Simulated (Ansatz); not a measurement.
**Si₂H₄O₂: small, medium and large basis sets**

The task here is to estimate one member of a computed series from the others.

Computed with Ansatz 0.2.0, Gaussian basis. Level: one geometry, several basis sets.

The runs, in order: PBE0-D4/def2-SVP; ωB97M-V/def2-SVP; PBE0-D4/def2-QZVPP; ωB97M-V/def2-QZVPP; the functionals' def2-TZVPP values are taken from earlier runs.

### The relaxed structure

An earlier PBE0-D4 in a triple-zeta def2 set relaxation fixed the geometry.

8 atoms, charge 0, spin multiplicity 1.

Atoms are counted from 1 here; the program's logs count them from 0.

Bond lengths: O1–Si2 1.631 Å, O1–H5 0.960 Å, Si2–O3 1.590 Å, Si2–H6 1.481 Å, O3–Si4 1.687 Å, Si4–H7 1.501 Å, Si4–H8 1.506 Å. Angles: Si2–O1–H5 119.1°, O1–Si2–O3 117.9°, O1–Si2–H6 106.7°, O3–Si2–H6 113.5°, Si2–O3–Si4 159.0°, O3–Si4–H7 104.1°, O3–Si4–H8 105.0°, H7–Si4–H8 104.1°.

Set-up of the first run:

The input, in.yaml:

```yaml
crystal:
  periodic: [false, false, false]
  atoms:
    - {symbol: O, position_ang: [-1.810253, 0.627103, 1.047056]}
    - {symbol: Si, position_ang: [-1.182383, 0.537808, -0.455257]}
    - {symbol: O, position_ang: [0.344824, 0.120673, -0.598678]}
    - {symbol: Si, position_ang: [1.879455, -0.418372, -0.149801]}
    - {symbol: H, position_ang: [-1.618289, -0.072065, 1.676202]}
    - {symbol: H, position_ang: [-1.511936, 1.814165, -1.130497]}
    - {symbol: H, position_ang: [2.359055, -1.194044, -1.342056]}
    - {symbol: H, position_ang: [1.631727, -1.472269, 0.897431]}
basis:
  gaussian: {orbitals: def2-SVP}
hamiltonian: {xc: pbe0, dispersion: d4}
output: {orbitals: {seedname: orbitals}}
```

Run with:

```console
ansatz run in.yaml --threads 2 --pin off --events-out ev --progress --plain --max-ram 4352MiB
```

Among the steps run: PBE0-D4 in def2-SVP; ωB97M-V in def2-SVP; PBE0-D4 in def2-QZVPP; ωB97M-V in def2-QZVPP.

One table of the session follows, with a row left open; its other results are not shown here.

| functional | basis | HOMO (eV) | LUMO (eV) |
| --- | --- | --- | --- |
| PBE0-D4 | def2-SVP | -5.02 | -3.08 |
| PBE0-D4 | def2-TZVPP | -5.10 | -3.22 |
| PBE0-D4 | def2-QZVPP | -5.14 | -3.27 |
| ωB97M-V | def2-SVP | ? | ? |
| ωB97M-V | def2-TZVPP | -6.52 | -1.72 |
| ωB97M-V | def2-QZVPP | -6.56 | -1.81 |

Estimate the missing values for ωB97M-V, def2-SVP.

As computed: HOMO (eV): -6.41; LUMO (eV): -1.52. In the column «HOMO (eV)» it lies between ωB97M-V, def2-TZVPP (-6.52) and PBE0-D4, def2-QZVPP (-5.14).
